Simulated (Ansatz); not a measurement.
# HfH+ (triplet): wave-function methods side by side, def2-TZVPP

The task here is to estimate one member of a computed series from the others.

Method: def2-TZVPP, core rule «outside noble gas», up to 4 orbitals frozen; program: Ansatz 0.2.0, Gaussian basis.

To be run: UHF; ROHF; CCSD(T) on UHF.

## What is computed

The geometry is a PBE0/def2-TZVP stationary point (not a proven minimum) of the parent state, kept for this charge and spin. No spin-orbit coupling is included. Elements past krypton take def2 core potentials.

2 atoms, charge 1, spin multiplicity 3.

Atoms are counted from 1 here; the program's logs count them from 0.

Bond lengths: Hf1–H2 1.865 Å.

Geometry (Å):

```
Hf    0.0000    0.0000    0.0000
H     0.0000    0.0000    1.8648
```

The first run:

Contents of in.yaml:

```yaml
crystal:
  periodic: [false, false, false]
  atoms:
    - {symbol: Hf, position_ang: [0.000000, 0.000000, 0.000000]}
    - {symbol: H, position_ang: [0.000000, 0.000000, 1.864769]}
basis:
  gaussian: {orbitals: def2-TZVPP}
total_charge: 1
magnetization: {spin_polarized: true, initial_magnetization: 2}
hamiltonian: {xc: hf}
output: {orbitals: {seedname: orbitals}}
```

Started as:

```sh
$ ansatz run in.yaml --threads 1 --pin off --events-out ev --progress --plain --max-ram 4096MiB --backend cpu
```

Steps of the session up to this table: UHF; ROHF; CCSD(T) on UHF.

One table of the session follows, with a row left open; its other results are not shown here.

It belongs to the step «Misses and costs». 

```
  method  from UCCSD(T) (meV)
    ROHF              +1574.0
     UHF              +1470.7
    UMP2               +340.4
   UCCSD                    ?
UCCSD(T)                    0
```

**Question.** Estimate the row for UCCSD.

The run gave: from UCCSD(T) (meV): +29.1. In the column «from UCCSD(T) (meV)» it lies between UCCSD(T) (0) and UMP2 (+340.4).
